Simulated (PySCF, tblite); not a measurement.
**C₃H₇N₃SSi: geometry, infrared bands and NMR shifts**

Aim: predict the infrared bands and NMR shifts of C₃H₇N₃SSi (`CSc1cnnn1[SiH3]`).

The runs use tblite 0.8.0 and PySCF 2.14.0, with density-fitted response routines of our own; the level of theory stands in each step. All values are computed, except where a source is named. Atoms are numbered from 0 throughout.

**1. The starting structure**

15 atoms, charge 0, multiplicity 1; geometry from: force field or distance geometry start.

Bonds of the start (Å): C0–S1 1.82, S1–C2 1.78, C2–C3 1.40, C3–N4 1.34, N4–N5 1.33, N5–N6 1.32, N6–Si7 1.78, N6–C2 1.36, C0–H8 1.11, C0–H9 1.11, C0–H10 1.10, C3–H11 1.08, Si7–H12 1.50, Si7–H13 1.47, Si7–H14 1.46.

**2. Geometry optimisation with GFN2-xTB**

The job: settings as JSON, then the geometry in Å.

```
{"job": {"kind": "relax", "xc": "GFN2-xTB", "basis": "xTB"}, "charge": 0, "multiplicity": 1}
C      2.272500    -1.057300     0.251500
S      0.965000    -0.340300     1.287900
C     -0.073900     0.818600     0.416800
C      0.211700     2.187500     0.343500
N     -0.793700     2.701200    -0.376100
N     -1.633800     1.730400    -0.739600
N     -1.219900     0.566400    -0.266400
Si    -1.968200    -1.038200    -0.442700
H      2.991500    -1.618600     0.892300
H      1.886600    -1.810000    -0.470600
H      2.787900    -0.262200    -0.305700
H      1.046500     2.705600     0.789600
H     -2.975200    -1.303200     0.633100
H     -2.565100    -1.217000    -1.775500
H     -0.936300    -2.054800    -0.260000
```

Launch:

```console
OMP_NUM_THREADS=1 python probes_run.py task.json out
```

One launch serves the whole session: the jobs run in the order shown.

Standard output:

```text
step      E/eV     max force
  0    -645.15861    2.107
  1    -645.35648    1.005
  2    -645.41731    0.716
  3    -645.46278    0.760
  4    -645.50882    0.646
  5    -645.54585    0.566
  6    -645.57629    0.455
  7    -645.59867    0.413
  8    -645.61356    0.348
  9    -645.62351    0.237
 10    -645.63286    0.298
 11    -645.64211    0.296
 12    -645.64969    0.340
 13    -645.65598    0.253
 14    -645.66168    0.172
 15    -645.66635    0.156
 16    -645.67025    0.221
 17    -645.67353    0.190
 18    -645.67634    0.155
 19    -645.67966    0.213
 20    -645.68416    0.226
 21    -645.68926    0.239
 22    -645.69330    0.185
 23    -645.69565    0.088
 24    -645.69701    0.090
 25    -645.69830    0.096
 26    -645.69983    0.120
 27    -645.70115    0.089
 28    -645.70206    0.078
 29    -645.70289    0.085
 30    -645.70399    0.096
 31    -645.70526    0.086
 32    -645.70624    0.075
 33    -645.70678    0.069
 34    -645.70717    0.067
 35    -645.70770    0.074
 36    -645.70834    0.077
 37    -645.70883    0.053
 38    -645.70906    0.041
 39    -645.70923    0.038
 40    -645.70949    0.056
 41    -645.70993    0.097
 42    -645.71059    0.123
 43    -645.71132    0.108
 44    -645.71192    0.060
 45    -645.71232    0.051
 46    -645.71264    0.044
 47    -645.71298    0.048
 48    -645.71338    0.058
 49    -645.71386    0.054
 50    -645.71436    0.055
 51    -645.71476    0.060
 52    -645.71503    0.041
 53    -645.71522    0.029
 54    -645.71541    0.036
 55    -645.71561    0.055
 56    -645.71586    0.056
 57    -645.71616    0.051
 58    -645.71656    0.061
 59    -645.71709    0.070
 60    -645.71783    0.072
 61    -645.71871    0.077
 62    -645.71965    0.080
 63    -645.72043    0.085
 64    -645.72168    0.081
 65    -645.72304    0.107
 66    -645.72517    0.115
 67    -645.72724    0.116
 68    -645.72946    0.122
 69    -645.72944    0.265
 70    -645.73221    0.080
 71    -645.73309    0.061
 72    -645.73435    0.073
 73    -645.73467    0.054
 74    -645.73529    0.055
 75    -645.73586    0.071
 76    -645.73678    0.083
 77    -645.73761    0.095
 78    -645.73710    0.145
 79    -645.73839    0.048
 80    -645.73854    0.030
 81    -645.73876    0.033
 82    -645.73891    0.031
 83    -645.73933    0.027
 84    -645.73955    0.030
 85    -645.73971    0.031
 86    -645.73980    0.030
 87    -645.73994    0.031
 88    -645.74014    0.037
 89    -645.74044    0.040
 90    -645.74084    0.048
 91    -645.74130    0.054
 92    -645.74181    0.053
 93    -645.74255    0.061
 94    -645.74355    0.069
 95    -645.74457    0.077
 96    -645.74537    0.063
 97    -645.74589    0.038
 98    -645.74619    0.036
 99    -645.74639    0.051
100    -645.74660    0.037
101    -645.74683    0.035
102    -645.74727    0.046
103    -645.74751    0.043
104    -645.74790    0.053
105    -645.74842    0.054
106    -645.74916    0.081
107    -645.75043    0.091
108    -645.75210    0.113
109    -645.75505    0.147
110    -645.75712    0.157
111    -645.75922    0.117
112    -645.76160    0.116
113    -645.76333    0.176
114    -645.76443    0.201
115    -645.76782    0.142
116    -645.77112    0.176
117    -645.77377    0.158
118    -645.77682    0.109
119    -645.77886    0.122
120    -645.77956    0.071
121    -645.77990    0.072
122    -645.78078    0.059
123    -645.78125    0.110
124    -645.78189    0.073
125    -645.78291    0.072
126    -645.78454    0.079
127    -645.78646    0.108
128    -645.78831    0.160
129    -645.77926    0.384
130    -645.79146    0.131
131    -645.79333    0.085
132    -645.79616    0.217
133    -645.79802    0.077
134    -645.79956    0.077
135    -645.80147    0.167
136    -645.80321    0.127
137    -645.80459    0.089
138    -645.80612    0.178
139    -645.80714    0.136
140    -645.80865    0.148
141    -645.81012    0.146
142    -645.81145    0.113
143    -645.81266    0.072
144    -645.81328    0.060
145    -645.81366    0.045
146    -645.81389    0.041
147    -645.81427    0.039
148    -645.81463    0.046
149    -645.81496    0.042
150    -645.81530    0.057
151    -645.81578    0.051
152    -645.81639    0.057
153    -645.81694    0.058
154    -645.81755    0.057
155    -645.81813    0.050
156    -645.81861    0.054
157    -645.81903    0.043
158    -645.81945    0.062
159    -645.81987    0.054
160    -645.82024    0.050
161    -645.82052    0.036
162    -645.82065    0.030
163    -645.82079    0.017
164    -645.82086    0.018
165    -645.82093    0.021
166    -645.82105    0.025
167    -645.82126    0.034
168    -645.82149    0.037
169    -645.82167    0.028
170    -645.82178    0.016
171    -645.82185    0.023
172    -645.82191    0.015
173    -645.82196    0.031
174    -645.82201    0.022
175    -645.82206    0.022
176    -645.82213    0.023
177    -645.82222    0.026
178    -645.82239    0.034
179    -645.82269    0.039
180    -645.82315    0.050
181    -645.82376    0.057
182    -645.82450    0.049
183    -645.82488    0.058
184    -645.82465    0.115
185    -645.82525    0.026
186    -645.82536    0.021
187    -645.82544    0.016
188    -645.82554    0.026
189    -645.82558    0.018
190    -645.82562    0.009
```

Wall time 1.4 s (1 thread of Intel Xeon Platinum 8488C, shared host).

Relaxation path: (not every step is listed)

| step | energy from step 0 (eV) | largest force (eV/Å) |
| --- | --- | --- |
| 0 | 0.0000 | 2.1066 |
| 1 | -0.1979 | 1.0052 |
| 2 | -0.2587 | 0.7163 |
| 3 | -0.3042 | 0.7598 |
| 4 | -0.3502 | 0.6456 |
| 5 | -0.3872 | 0.5657 |
| 6 | -0.4177 | 0.4552 |
| 7 | -0.4401 | 0.4125 |
| 8 | -0.4550 | 0.3482 |
| 25 | -0.5397 | 0.0965 |
| 42 | -0.5520 | 0.1233 |
| 59 | -0.5585 | 0.0696 |
| 76 | -0.5782 | 0.0826 |
| 93 | -0.5839 | 0.0611 |
| 110 | -0.5985 | 0.1568 |
| 127 | -0.6279 | 0.1081 |
| 144 | -0.6547 | 0.0596 |
| 161 | -0.6619 | 0.0362 |
| 178 | -0.6638 | 0.0336 |
| 185 | -0.6666 | 0.0256 |
| 186 | -0.6668 | 0.0206 |
| 187 | -0.6668 | 0.0164 |
| 188 | -0.6669 | 0.0262 |
| 189 | -0.6670 | 0.0182 |
| 190 | -0.6670 | 0.0087 |

Close pairs (by a distance rule), those that changed most:

| bond | before (Å) | after (Å) | change (Å) |
| --- | --- | --- | --- |
| N4–N5 | 1.334 | 1.271 | -0.064 |
| S1–C2 | 1.784 | 1.736 | -0.047 |
| Si7–H12 | 1.497 | 1.462 | -0.036 |
| C0–H8 | 1.115 | 1.085 | -0.030 |
| C0–H9 | 1.112 | 1.086 | -0.026 |
| N5–N6 | 1.323 | 1.348 | +0.025 |
| C2–C3 | 1.400 | 1.381 | -0.019 |
| Si7–H13 | 1.471 | 1.452 | -0.019 |

The final coordinates are the input of the step that follows.

**3. Infrared spectrum with GFN2-xTB**

The job: settings as JSON, then the geometry in Å.

```
{"job": {"kind": "ir", "xc": "GFN2-xTB", "basis": "xTB"}, "charge": 0, "multiplicity": 1}
C      2.544249    -0.547067     0.706125
S      0.862970    -1.188094     0.445565
C      0.060166     0.271420    -0.044611
C      0.484465     1.574192    -0.218079
N     -0.582900     2.291091    -0.615445
N     -1.604254     1.539639    -0.695639
N     -1.262898     0.281563    -0.353046
Si    -2.451880    -1.018810    -0.358984
H      3.146031    -1.393573     1.020673
H      2.926583    -0.141594    -0.225778
H      2.527670     0.210549     1.483599
H      1.447099     2.021180    -0.088267
H     -2.478621    -1.554789     1.000625
H     -3.660139    -0.323782    -0.767113
H     -1.962956    -2.013935    -1.311538
```

Standard output:

```text
mode    cm-1     km/mol
  1      41.3      3.46
  2      84.0      0.47
  3     108.8      4.57
  4     134.0      3.30
  5     175.5      0.06
  6     192.9      1.94
  7     242.5      7.74
  8     324.1      4.84
  9     451.2     10.74
 10     535.0     23.37
 11     569.6     52.86
 12     586.8     62.77
 13     634.9     16.40
 14     680.4      0.17
 15     727.4     17.56
 16     732.1    168.05
 17     756.3    251.60
 18     787.8    298.49
 19     790.8      3.59
 20     942.9      0.72
 21     946.3     31.32
 22     957.0      2.31
 23    1048.2     15.30
 24    1100.0     42.48
 25    1123.1    108.23
 26    1268.0     31.34
 27    1313.7      1.48
 28    1350.3     73.17
 29    1383.6    114.93
 30    1443.9      7.34
 31    1444.8      8.87
 32    1450.5      2.16
 33    2285.3    314.19
 34    2290.3     97.47
 35    2375.6    227.60
 36    3032.5      1.91
 37    3039.6      5.14
 38    3061.7      1.46
 39    3194.6     14.23
```

Run time: 0.58 s. Hardware: 1 thread of Intel Xeon Platinum 8488C, shared host.

The strongest bands and the atoms that carry them (share of the mass-weighted mode):

| cm⁻¹ | km/mol | atoms |
| --- | --- | --- |
| 732 | 168.1 | H13 60 %, H12 18 %, H14 17 % |
| 756 | 251.6 | H14 38 %, H12 37 %, H13 19 % |
| 788 | 298.5 | H14 39 %, H12 39 %, H13 15 % |
| 1123 | 108.2 | N6 41 %, N5 34 %, H11 14 % |
| 1384 | 114.9 | C2 33 %, N6 29 %, N4 15 %, C3 12 % |
| 2285 | 314.2 | H14 54 %, H12 42 % |
| 2290 | 97.5 | H12 55 %, H14 43 % |
| 2376 | 227.6 | H13 96 % |

**4. Nuclear shieldings: PBE0/pcSseg-1**

Settings changed since step 3:

```diff
@@ -1,2 +1,2 @@
-{"job": {"kind": "ir", "xc": "GFN2-xTB", "basis": "xTB"}, "charge": 0, "multiplicity": 1}
+{"job": {"kind": "nmr", "xc": "PBE0", "basis": "pcSseg-1"}, "charge": 0, "multiplicity": 1}
 C      2.544249    -0.547067     0.706125
```

Method: GIAO PBE0/pcSseg-1 NMR shielding, non-relativistic, gas phase.

Standard output:

```text
coarse grid: 14032 points
cycle   1  E = -969.7096474862  dE =  1.352e+00  |g| = 3.637e-01  |ddm| = 3.832e+00
cycle   2  E = -969.6790586343  dE =  3.059e-02  |g| = 5.164e-01  |ddm| = 8.723e-01
cycle   3  E = -969.7368962874  dE = -5.784e-02  |g| = 1.432e-01  |ddm| = 5.958e-01
cycle   4  E = -969.7412022340  dE = -4.306e-03  |g| = 3.029e-02  |ddm| = 1.279e-01
cycle   5  E = -969.7413603428  dE = -1.581e-04  |g| = 1.237e-02  |ddm| = 2.899e-02
cycle   6  E = -969.7413934737  dE = -3.313e-05  |g| = 3.690e-03  |ddm| = 1.397e-02
cycle   7  E = -969.7413961016  dE = -2.628e-06  |g| = 1.647e-03  |ddm| = 4.579e-03
final grid: 127880 points
cycle   8  E = -969.7865304808  dE = -2.615e-05  |g| = 8.817e-03  |ddm| = 3.081e-02
cycle   9  E = -969.7865165024  dE =  1.398e-05  |g| = 1.169e-02  |ddm| = 1.790e-02
cycle  10  E = -969.7865484404  dE = -3.194e-05  |g| = 1.470e-03  |ddm| = 1.107e-02
cycle  11  E = -969.7865488757  dE = -4.353e-07  |g| = 3.769e-04  |ddm| = 1.432e-03
cycle  12  E = -969.7865489082  dE = -3.254e-08  |g| = 9.836e-05  |ddm| = 4.913e-04
cycle  13  E = -969.7865489100  dE = -1.738e-09  |g| = 4.500e-05  |ddm| = 1.061e-04
cycle  14  E = -969.7865489104  dE = -3.995e-10  |g| = 1.342e-05  |ddm| = 4.735e-05
converged SCF energy = -969.7865489104

GIAO shielding tensors (ppm)
atom      isotropic    diamagn.    paramagn.     s11        s22        s33       span
  0 C      166.029     251.580     -85.551    151.061    160.520    186.505     35.444
  1 S      533.221    1058.247    -525.026    378.165    482.853    738.645    360.480
  2 C       38.615     258.514    -219.899    -28.025     21.586    122.284    150.309
  3 C       55.100     252.850    -197.750    -20.142     63.946    121.495    141.637
  4 N     -130.805     327.901    -458.706   -382.813   -195.880    186.276    569.089
  5 N     -147.304     313.851    -461.154   -392.330   -136.311     86.730    479.060
  6 N       19.691     331.276    -311.585   -122.645     50.584    131.136    253.781
  7 Si     402.739     881.051    -478.312    377.407    388.304    442.504     65.097
  8 H       29.221      28.630       0.591     23.805     26.457     37.401     13.596
  9 H       29.004      30.593      -1.589     24.345     26.479     36.187     11.841
 10 H       29.008      30.593      -1.585     24.352     26.476     36.196     11.845
 11 H       24.321      32.937      -8.616     20.892     22.871     29.200      8.308
 12 H       26.639      29.704      -3.065     22.776     25.961     31.178      8.402
 13 H       26.201      29.060      -2.859     21.967     25.401     31.236      9.270
 14 H       26.648      29.688      -3.040     22.820     25.878     31.245      8.425
```

It took 31 s on 1 thread of Intel Xeon Platinum 8488C, shared host; peak memory 0.82 GiB.

The references, computed at this level on geometries of the same kind, shield at (ppm): 1H TMS 31.72, 13C TMS 186.9, 29Si TMS 349.2, 15N NH3 267.7, 33S CS2 504. Their shielding less the atom's gives the shift. The references are single molecules in the gas phase, so shifts against H2O, NH3, PH3, H3PO4 or CFCl3 are not on the usual liquid scales and can be off by tens of ppm. Atoms listed in one row are averaged.

| atoms | environment | σ (ppm) | δ (ppm) | δ scaled to CDCl3 |
| --- | --- | --- | --- | --- |
| C2 | aromatic carbon bearing sulfur | 38.6 | 148.3 | 138.4 |
| C3 | aromatic CH next to a ring nitrogen | 55.1 | 131.8 | 126.7 |
| C0 | methyl carbon bonded to S | 166.0 | 20.9 | 14.1 |
| H11 | hydrogen on an aromatic CH next to a ring nitrogen | 24.32 | 7.40 | 7.08 |
| H12, H13, H14 | hydrogen on a silicon bonded to N | 26.50 | 5.22 | – |
| H8, H9, H10 | hydrogen on a methyl carbon bonded to S | 29.08 | 2.64 | 2.59 |
| S1 | sulfide sulfur | 533 | -29 | – |
| N5 | pyridine-type nitrogen of an azole | -147.3 | 415.0 | – |
| N4 | pyridine-type nitrogen of an azole | -130.8 | 398.5 | – |
| N6 | pyrrole-type ring nitrogen | 19.7 | 248.0 | – |
| Si7 | silicon bonded to N, 3 H | 402.7 | -53.6 | – |

The scaled column applies a straight-line fit of computed shieldings to shifts measured in CDCl3, with any fitted terms for Cl, Br or S neighbours (root-mean-square error 0.16 ppm for H, 1.9 ppm for C).

The run also stored atomic charges by several schemes (e):

| atoms | Mulliken | IAO | Hirshfeld | ESP fit |
| --- | --- | --- | --- | --- |
| C0 | -0.38 | -0.50 | -0.11 | -0.29 |
| S1 | 0.08 | 0.18 | 0.04 | -0.13 |
| C2 | 0.13 | -0.09 | 0.00 | -0.26 |
| C3 | 0.01 | -0.16 | -0.06 | 0.34 |
| N4 | -0.23 | -0.17 | -0.14 | -0.37 |
| N5 | -0.03 | -0.11 | -0.08 | -0.26 |
| N6 | -0.60 | -0.26 | -0.07 | 0.26 |
| Si7 | 0.65 | 0.75 | 0.38 | 0.59 |

Mayer bond orders: C0–S1 1.01, S1–C2 1.06, C2–C3 1.38, C3–N4 1.34, N4–N5 1.53, N5–N6 1.12, N6–Si7 0.76, N6–C2 1.06.

Ring of atoms C2, C3, N4, N5, N6: NICS(0) -11.9, NICS(1) -12.7, NICS(1)zz -31.5 ppm (means of both faces).

**5. Summary of results**

| quantity | value |
| --- | --- |
| strongest single infrared mode (GFN2-xTB) | 2285 cm⁻¹, 314 km/mol |
| zero-point energy (GFN2-xTB) | 62.3 kcal/mol |
| 13C shifts against TMS (PBE0/pcSseg-1) | 148.3, 131.8, 20.9 ppm |
| 1H shifts against TMS (PBE0/pcSseg-1, means over atoms taken as alike) | 7.40, 5.22, 2.64 ppm |
| 33S shifts against CS2 (PBE0/pcSseg-1) | -29 ppm |
| 15N shifts against NH3 (PBE0/pcSseg-1) | 415.0, 398.5, 248.0 ppm |
| 29Si shifts against TMS (PBE0/pcSseg-1) | -53.6 ppm |

Relaxing lowered the energy by 0.667 eV in 190 steps; the close pair that moved most is N4–N5, from 1.334 to 1.271 Å. No mode is imaginary among the 39: a minimum at this level. The strongest single mode, at 2285 cm⁻¹, moves mainly H14 and H12. GFN2-xTB is a fitted tight-binding method: band positions and strengths are rough. Its intensities can rank the bands wrongly. H11 (hydrogen on an aromatic CH next to a ring nitrogen) lies farthest downfield among hydrogen, at 7.40 ppm; aromatic region. At PBE0/pcSseg-1: The widest tensor belongs to N4: span 569 ppm, with a paramagnetic part of -459 ppm. NICS(1)zz of -31 ppm above the planar ring from C2 marks a diatropic (aromatic) ring current.
